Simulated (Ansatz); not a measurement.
TaWC2 in Ansatz: convergence with k mesh

Input of the first run (k mesh 3 × 3 × 3); the others differ in this setting and in those tied to it:

input.yaml

```yaml
crystal:
  lattice:
    - [1.5718551461, 0.9075109917, 5.1016196719]
    - [-1.5718551461, 0.9075109917, 5.1016196719]
    - [0.0, -1.8150219835, 5.1016196719]
  atoms:
    - { symbol: W, position: [0.0, 0.0, 0.0] }
    - { symbol: Ta, position: [0.5, 0.5, 0.5] }
    - { symbol: C, position: [0.250933, 0.250933, 0.250933] }
    - { symbol: C, position: [0.749067, 0.749067, 0.749067] }
hamiltonian:
  xc: pbe
  pseudopotentials: { kind: nc, source: spms }
kpoints:
  mp_grid: { grid: [3, 3, 3] }
scf:
  occupations: { method: gaussian, width: 0.1 }
output:
  forces: true
  stress: true
  eigenvalues: true
```

Potentials or basis: SPMS NC.

Launch:

```bash
$ ansatz run input.yaml --threads 2 --pin off --max-ram 5632MiB --backend cpu --events-out ev --progress --plain --runs-dir out
```

The cell comes from a database or a generator and needn't be the stable form of this composition.

Hardware: 2 threads of Arm Neoverse V1 (shared host).

Problem. The values tried are 3 × 3 × 3, 4 × 4 × 4, 5 × 5 × 5, 6 × 6 × 6, 7 × 7 × 7, 9 × 9 × 9, 11 × 11 × 11, 14 × 14 × 14, 16 × 16 × 16, loosest first. From which on does the energy stay within 1 meV/atom of the tightest run that finished?

Solution. From 14 × 14 × 14 on.

| k mesh | energy less the tightest run, at zero smearing (meV/atom) | pressure (GPa) | largest force (eV/Å) | SCF cycles | CPU time (s) | peak memory (GiB) |
| --- | --- | --- | --- | --- | --- | --- |
| 3 × 3 × 3 | 101.90 | -0.42 | 0.819 | 10 | 1.7 | 0.29 |
| 4 × 4 × 4 | 17.74 | -2.17 | 0.155 | 11 | 3.2 | 0.34 |
| 5 × 5 × 5 | -22.50 | -2.95 | 0.038 | 10 | 4.4 | 0.34 |
| 6 × 6 × 6 | 7.95 | -2.37 | 0.112 | 9 | 5.7 | 0.35 |
| 7 × 7 × 7 | 2.70 | -2.43 | 0.019 | 9 | 7.8 | 0.38 |
| 9 × 9 × 9 | 2.60 | -2.49 | 0.120 | 9 | 15 | 0.46 |
| 11 × 11 × 11 | -1.94 | -2.59 | 0.043 | 9 | 25 | 0.56 |
| 14 × 14 × 14 | -0.54 | -2.56 | 0.042 | 9 | 49 | 0.8 |
| 16 × 16 × 16 | 0.00 | -2.55 | 0.043 | 9 | 71 | 1 |

Against the tightest run, the pressure stays within 0.1 GPa from 9 × 9 × 9 on; the largest force stays within 0.005 eV/Å from 11 × 11 × 11 on. Meshes of other sizes hit other points, so gaps and Fermi surfaces needn't settle smoothly. The tightest run that finished is the yardstick and may itself not be fully converged.

Spin-orbit coupling is left out, which matters for the levels of Ta, W.
